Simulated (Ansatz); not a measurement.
# Ge₂H₄ (singlet): wave-function methods side by side at distance Ge1–Ge2 = 1.810 Å, cc-pVDZ

One table from this session's results is given with a row withheld; the runs are named, their logs left out.

Computed with Ansatz 0.2.0, Gaussian basis. Level: cc-pVDZ, core rule «outside noble gas», up to 28 orbitals frozen.

The runs, in order: UHF; CCSD(T) on RHF; BCCD(T) on RHF; CISD; CCSDT(Q) on RHF; CASSCF and MRCISD+Q, 2 electrons in 2 orbitals; CASSCF and NEVPT2, 2 electrons in 2 orbitals; CASSCF and MRCISD+Q, 8 electrons in 8 orbitals; CASSCF and NEVPT2, 8 electrons in 8 orbitals.

22 further runs of the same task are left out: 2 for a known fault of the program, 3 for a mislabelled method, 13 that didn't finish, 4 set aside as unsound or not needed.

## The system

The geometry derives from a PBE0/def2-TZVP stationary point (not a proven minimum). One bond is set to the value named and the two fragments are kept rigid. No spin-orbit coupling is included. The filled d shell of Ge may be among the frozen orbitals whatever the setting's name suggests; the logs give the count.

6 atoms, charge 0, spin multiplicity 1.

Atoms are counted from 1 here; the program's logs count them from 0.

Bond lengths: Ge1–Ge2 1.810 Å, Ge1–H3 1.539 Å, Ge1–H4 1.539 Å, Ge2–H5 1.539 Å, Ge2–H6 1.539 Å. Angles: Ge2–Ge1–H3 116.8°, Ge2–Ge1–H4 116.8°, H3–Ge1–H4 109.5°, Ge1–Ge2–H5 116.8°, Ge1–Ge2–H6 116.8°, H5–Ge2–H6 109.5°.

As a file:

```xyz
6
charge 0, multiplicity 1
Ge   -0.0388    0.0000    0.9042
Ge    0.0388    0.0000   -0.9042
H     0.4854   -1.2575    1.6209
H     0.4854    1.2575    1.6209
H    -0.4854   -1.2575   -1.6209
H    -0.4854    1.2575   -1.6209
```

The first run:

in.yaml reads:

```yaml
crystal:
  periodic: [false, false, false]
  atoms:
    - {symbol: Ge, position_ang: [-0.038755, 0.000000, 0.904170]}
    - {symbol: Ge, position_ang: [0.038755, 0.000000, -0.904170]}
    - {symbol: H, position_ang: [0.485364, -1.257455, 1.620943]}
    - {symbol: H, position_ang: [0.485364, 1.257455, 1.620943]}
    - {symbol: H, position_ang: [-0.485364, -1.257455, -1.620943]}
    - {symbol: H, position_ang: [-0.485364, 1.257455, -1.620943]}
basis:
  gaussian: {orbitals: cc-pVDZ}
magnetization: {spin_polarized: true, initial_magnetization: 0}
hamiltonian: {xc: hf}
output: {orbitals: {seedname: orbitals}}
```

On the command line:

```console
$ ansatz run in.yaml --threads 1 --pin off --events-out ev --progress --plain --max-ram 2393MiB
```

Steps of the session up to this table: UHF; CCSD(T) on RHF; BCCD(T) on RHF; CISD; CCSDT(Q) on RHF; CASSCF and MRCISD+Q, 2 electrons in 2 orbitals; CASSCF and NEVPT2, 2 electrons in 2 orbitals; CASSCF and MRCISD+Q, 8 electrons in 8 orbitals; CASSCF and NEVPT2, 8 electrons in 8 orbitals.

One of the session's tables, all rows but one given; the rest of the session is left out.

| method | from RCCSDT(Q) (kcal/mol) |
| --- | --- |
| RHF | +147.90 |
| RMP2 | +29.88 |
| RCCSD | +5.36 |
| RCCSD(T) | +0.91 |
| BCCD(T) | +0.90 |
| RCCSDT | +0.23 |
| RCCSDT(Q) | 0 |
| CASSCF pair | +136.19 |
| NEVPT2 pair | +27.82 |
| MRCISD pair | +14.74 |
| MRCISD+Q pair | ? |
| CASSCF frontier | +107.61 |
| NEVPT2 frontier | +27.48 |
| MRCISD frontier | +9.44 |
| MRCISD+Q frontier | +0.80 |

**Question.** Estimate the row for MRCISD+Q pair.

**Answer.** from RCCSDT(Q) (kcal/mol): +1.37. In the column «from RCCSDT(Q) (kcal/mol)» it lies between RCCSD(T) (+0.91) and RCCSD (+5.36).

Not comparable, so not listed: CISD (they don't share determinant, frozen orbitals or solution with the rows shown, or repeat one).
